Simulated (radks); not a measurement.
# Ni⁴⁺ in [Ar] 3d6: an all-electron calculation

Wanted: eigenvalues, radial structure and energy terms of the nickel ion Ni4+.

The numbers are computed with radks (a radial shooting solver on a logarithmic mesh, Libxc functionals) version 1 (scalar-relativistic Kohn-Sham, exchange-only PBE, spin-polarised, spherical densities, finite nucleus; open shells are filled with parallel spins first), except any that are marked as measured or tabulated.

### Step 1. What is computed

```
element            : nickel (Z = 28)
charge             : +4
electrons          : 24
configuration      : [Ar] 3d6
nuclear rms radius : 3.7757 fm
```

Outer shells as boxes (Hund's rule):

Ni⁴⁺
```
[Ar] core
3d [↑↓][↑ ][↑ ][↑ ][↑ ]
```

### Step 2. The run

Settings of this run:

```text
Z 28
configuration [Ar] 3d6
relativity scalar-relativistic
functional pbe,
spin polarised
nucleus finite rms 3.7757 fm
c 137.035999084
```

Command:

```sh
python run_ks.py task.json out
```

All runs below come from this command, one after another.

Q: Predict the outcome of this run.

The runs gave:

| quantity | value |
| --- | --- |
| total energy | -1515.12949 hartree |
| exchange-correlation share of it | 3.99 % |
| −T/E | 1.0147 |
| highest occupied level | 3d down, -63.884 eV |
| most extended occupied level | 3d down, <r> = 0.859 bohr |
| radius at density 0.001 e/bohr³ | 2.47 bohr |
| maxima of the radial density | 3 |
| ionisation energy, NIST | 76.1 (semi-emp.) eV |

What this shows: The radial density shows 3 maxima for 3 occupied principal shells. −T/E is 1.015: with relativity the kinetic term as defined here no longer equals −E. The top level binds by 63.884 eV, 84 % of the NIST ionisation energy of 76.1 eV; the potential of a semilocal functional falls off too fast, so its top eigenvalue is too shallow. Open shells are spherical and high-spin; term and fine-structure splittings are not resolved.
